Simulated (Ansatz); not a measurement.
**CH₄AlBr: one structure at several levels**

The atoms stand at a structure displaced at random from a GFN2-xTB minimum. How far do the functionals agree with CCSD(T) there?

Program: Ansatz 0.2.0, Gaussian basis. Level of theory: single points in def2-TZVPP. These are calculated values, not measurements.

Cores are frozen in the correlated methods. Filled d shells of the heavier atoms are correlated.

## Step 1: Where the work starts

SMILES `[AlH2][CH2]Br`, 7 atoms, charge 0, spin multiplicity 1.

Atoms are counted from 1 here; the program's logs count them from 0.

Bond lengths: Al1–C2 2.350 Å, Al1–Br3 2.680 Å, Al1–H4 1.534 Å, Al1–H5 1.873 Å, C2–Br3 1.932 Å, C2–H6 1.063 Å, C2–H7 0.980 Å. Angles: C2–Al1–Br3 44.6°, C2–Al1–H4 135.5°, C2–Al1–H5 103.9°, Br3–Al1–H4 91.6°, Br3–Al1–H5 147.4°, H4–Al1–H5 117.5°, Al1–C2–Br3 76.8°, Al1–C2–H6 122.8°, Al1–C2–H7 117.2°, Br3–C2–H6 91.8°, Br3–C2–H7 102.8°, H6–C2–H7 120.0°, Al1–Br3–C2 58.6°.

As a file:

```mol
CH4AlBr
  3D, bonds by distance, orders not assigned

  7  7  0  0  0  0  0  0  0  0999 V2000
   -0.9051    0.1805   -0.9123 Al  0  0
    0.8267    0.2051    0.6767 C   0  0
    0.1801   -1.6138    0.7564 Br  0  0
   -2.0388   -0.7841   -1.2810 H   0  0
   -1.1247    1.9851   -1.3650 H   0  0
    0.6537    0.3468    1.7161 H   0  0
    1.7413    0.0961    0.3432 H   0  0
  1  2  8  0
  1  3  8  0
  1  4  8  0
  1  5  8  0
  2  3  8  0
  2  6  8  0
  2  7  8  0
M  END
```

## Step 2: CCSD(T)/def2-TZVPP

run/in.yaml reads:

```yaml
crystal:
  periodic: [false, false, false]
  atoms:
    - {symbol: Al, position_ang: [-0.905100, 0.180500, -0.912300]}
    - {symbol: C, position_ang: [0.826700, 0.205100, 0.676700]}
    - {symbol: Br, position_ang: [0.180100, -1.613800, 0.756400]}
    - {symbol: H, position_ang: [-2.038800, -0.784100, -1.281000]}
    - {symbol: H, position_ang: [-1.124700, 1.985100, -1.365000]}
    - {symbol: H, position_ang: [0.653700, 0.346800, 1.716100]}
    - {symbol: H, position_ang: [1.741300, 0.096100, 0.343200]}
basis:
  gaussian: {orbitals: def2-TZVPP}
correlation: {method: ccsd_t}
output: {forces: true}
```

The command line of these runs was not kept.

## Step 3: PBE0-D4/def2-TZVPP

run/in.yaml, as its differences from that of step 2:

```diff
@@ -12,3 +12,3 @@
   gaussian: {orbitals: def2-TZVPP}
-correlation: {method: ccsd_t}
-output: {forces: true}
+hamiltonian: {xc: pbe0, dispersion: d4}
+output: {forces: true, orbitals: {seedname: orbitals}}
```

## Step 4: wB97M-V/def2-TZVPP

run/in.yaml, as its differences from that of step 3:

```diff
@@ -12,3 +12,3 @@
   gaussian: {orbitals: def2-TZVPP}
-hamiltonian: {xc: pbe0, dispersion: d4}
-output: {forces: true, orbitals: {seedname: orbitals}}
+hamiltonian: {xc: {name: wB97M-V}}
+output: {forces: true}
```

## Step 5: r2SCAN-D4/def2-TZVPP

run/in.yaml, as its differences from that of step 4:

```diff
@@ -12,3 +12,3 @@
   gaussian: {orbitals: def2-TZVPP}
-hamiltonian: {xc: {name: wB97M-V}}
+hamiltonian: {xc: r2scan, dispersion: d4}
 output: {forces: true}
```

## Step 6: PBE-D4/def2-TZVPP

run/in.yaml, as its differences from that of step 5:

```diff
@@ -12,3 +12,3 @@
   gaussian: {orbitals: def2-TZVPP}
-hamiltonian: {xc: r2scan, dispersion: d4}
+hamiltonian: {xc: pbe, dispersion: d4}
 output: {forces: true}
```

## Step 7: CAM-B3LYP-D4/def2-TZVPP

run/in.yaml, as its differences from that of step 6:

```diff
@@ -12,3 +12,3 @@
   gaussian: {orbitals: def2-TZVPP}
-hamiltonian: {xc: pbe, dispersion: d4}
+hamiltonian: {xc: {name: CAM-B3LYP}, dispersion: d4}
 output: {forces: true}
```

## Step 8: BHLYP-D4/def2-TZVPP

run/in.yaml, as its differences from that of step 7:

```diff
@@ -12,3 +12,3 @@
   gaussian: {orbitals: def2-TZVPP}
-hamiltonian: {xc: {name: CAM-B3LYP}, dispersion: d4}
+hamiltonian: {xc: {name: BHLYP}, dispersion: d4}
 output: {forces: true}
```

(Steps that only read results are left out.)

What does the calculation give? Wanted: energy less free atoms, CCSD(T)/def2-TZVPP; RMS force component; RMS force error; HOMO and LUMO, PBE0-D4; T1 diagnostic.

As calculated:

```
                                  quantity                                                                                                 value
energy less free atoms, CCSD(T)/def2-TZVPP                                                                                        -1761.1 kJ/mol
                       RMS force component                                                                  2.109 to 2.152 eV/Å over the methods
                           RMS force error  PBE0-D4 0.078, wB97M-V 0.058, r2SCAN-D4 0.058, PBE-D4 0.125, CAM-B3LYP-D4 0.064, BHLYP-D4 0.129 eV/Å
                    HOMO and LUMO, PBE0-D4                                                                                    -6.44 and -2.17 eV
                             T1 diagnostic                                                                                                 0.010
```

Against CCSD(T) the functionals' energies less atoms differ by -65.5 to +13.5 kJ/mol, PBE-D4 by -65.5 kJ/mol. CCSD(T) in triple zeta still lacks some correlation energy of the bonds, so part of these gaps is its own basis error and they don't rank the functionals. For forces r2SCAN-D4 does best and BHLYP-D4 worst. Frozen-core CCSD(T) forces in triple zeta carry basis errors of their own, and this is one geometry, so small gaps rank nothing.
